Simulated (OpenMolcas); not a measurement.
# HF/ANO-RCC-VDZP (DKH3) run of C2H10OSi2 (SMILES C[SiH2]O[SiH2]C)

Aim: the vertical singlet–triplet gap of C2H10OSi2 at HF/ANO-RCC-VDZP (DKH3), from 2 runs. 

The results are computed with OpenMolcas 26.06.

## Step 1: The structure to begin with

C2H10OSi2: 15 atoms, total charge 0, spin state singlet. As SMILES, `C[SiH2]O[SiH2]C`. The coordinates come from a GFN2-xTB relaxation. This is one conformer, not always the lowest.

Bond lengths: C1–Si2 1.896 Å, Si2–O3 1.620 Å, O3–Si4 1.620 Å, Si4–C5 1.896 Å, C1–H6 1.087 Å, C1–H7 1.087 Å, C1–H8 1.086 Å, Si2–H9 1.466 Å, Si2–H10 1.464 Å, Si4–H11 1.464 Å, Si4–H12 1.466 Å, C5–H13 1.087 Å, C5–H14 1.087 Å, C5–H15 1.086 Å. Some angles: C1–Si2–O3 109.4°, Si2–O3–Si4 170.0°, O3–Si4–C5 109.2°, C1–Si2–H9 111.1°, C1–Si2–H10 111.8°, O3–Si2–H9 106.9°, O3–Si2–H10 105.1°, Si2–C1–H6 111.5°, Si2–C1–H7 111.3°, Si2–C1–H8 111.1°.

## Step 2: A single-point energy at HF/ANO-RCC-VDZP (DKH3)

Input file coord.xyz:

```xyz
15

C     -2.682080     0.179690    -0.144180
Si    -1.208250    -0.649630    -1.001840
O      0.155930     0.120900    -0.590480
Si     1.420140     0.874950     0.085650
C      2.484010    -0.395860     1.006080
H     -2.593150     0.129730     0.938150
H     -2.757810     1.229400    -0.416490
H     -3.616480    -0.300250    -0.419790
H     -1.059140    -2.041510    -0.566990
H     -1.290400    -0.530450    -2.458670
H      2.143690     1.484130    -1.031750
H      0.883960     1.880180     1.008340
H      1.926630    -0.881240     1.803110
H      2.838290    -1.174720     0.335800
H      3.354650     0.074670     1.453070
```

Input file job.inp:

```
>>> EXPORT MOLCAS_PRINT=2
&GATEWAY
Coord=coord.xyz
Basis=ANO-RCC-VDZP
Group=NoSym
&SEWARD
Relativistic=R03O02
Expert
&SCF
PrOrbitals=0
```

Started as:

```console
export MOLCAS_MEM=1860
pymolcas job.inp > job.log
```

Log:

```text
--- Start Module: gateway ---
[...]
--- Stop Module: gateway /rc=_RC_ALL_IS_WELL_ ---
--- Start Module: seward ---
[...]
 ###    WARNING:  EXPERT option is ON!                                       ###
 ###############################################################################
               SEWARD will generate:
[...]
      Basis functions          128
--- Stop Module: seward /rc=_RC_ALL_IS_WELL_ ---
[...]
--- Start Module: scf ---
[...]
       Convergence after  11 Iterations
[...]
::    Total SCF energy                               -735.7616471639
[...]
      Total spin, S                                     0.0000000000
[...]
      Total electronic charge=   58.000000
      Total            charge=   -0.000000
[...]
      Dipole Moment (debye):
      Origin of the operator (angstrom)=    0.0554    0.0520   -0.2272
                   X= -1.8418E-01               Y= -1.3975E-01               Z=  6.7204E-01           Total=  7.1069E-01
      Quadrupole Moment (debye*angstrom):
[...]
--- Stop Module: scf /rc=_RC_ALL_IS_WELL_ ---
[...]
```

Run time: 71 s. Hardware: 1 thread of Arm Neoverse V1, shared host; peak memory 0.94 GiB.

## Step 3: The triplet, same level

coord.xyz is that of step 2.

Input file job.inp:

```
>>> EXPORT MOLCAS_PRINT=2

&GATEWAY
  Coord = coord.xyz
  Basis = ANO-RCC-VDZP
  Group = NoSym

&SEWARD
  Relativistic = R03O02
  Expert

&SCF
  UHF
  Spin = 3
  PrOrbitals = 0
```

Started as:

```console
export MOLCAS_MEM=1860
pymolcas job.inp > job.log
```

Log:

```text
--- Start Module: gateway ---
[...]
--- Stop Module: gateway /rc=_RC_ALL_IS_WELL_ ---
--- Start Module: seward ---
[...]
 ###    WARNING:  EXPERT option is ON!                                       ###
 ###############################################################################
               SEWARD will generate:
[...]
      Basis functions          128
--- Stop Module: seward /rc=_RC_ALL_IS_WELL_ ---
[...]
--- Start Module: scf ---
[...]
       Convergence after  70 Iterations
[...]
::    Total SCF energy                               -735.4606907584
[...]
      Total spin, S                                     1.0051296713
[...]
      Total electronic charge=   58.000000
      Total            charge=   -0.000000
[...]
      Dipole Moment (debye):
      Origin of the operator (angstrom)=    0.0554    0.0520   -0.2272
                   X=  2.6017E-02               Y=  1.0628E-02               Z= -1.2984E-01           Total=  1.3285E-01
      Quadrupole Moment (debye*angstrom):
[...]
--- Stop Module: scf /rc=_RC_ALL_IS_WELL_ ---
[...]
```

It took 2.3 min on 1 thread of Arm Neoverse V1, shared host; peak memory 0.94 GiB.

## Step 4: What came out

At HF/ANO-RCC-VDZP (DKH3):

| quantity | value |
| --- | --- |
| singlet: total energy | -735.76165 Eh |
| singlet: dipole moment | 0.71 D |
| singlet: HOMO energy | -11.52 eV |
| singlet: LUMO energy | 2.24 eV |
| singlet: HOMO–LUMO gap | 13.77 eV |
| triplet: total energy | -735.46069 Eh |
| triplet: dipole moment | 0.13 D |
| triplet: HOMO energy (highest over α and β) | -2.10 eV |
| triplet: ⟨S²⟩ | 2.015 |
| vertical energy of the triplet above the singlet | 8.189 eV |

In words: At this shape the triplet lies 8.19 eV (189 kcal/mol) above the singlet.
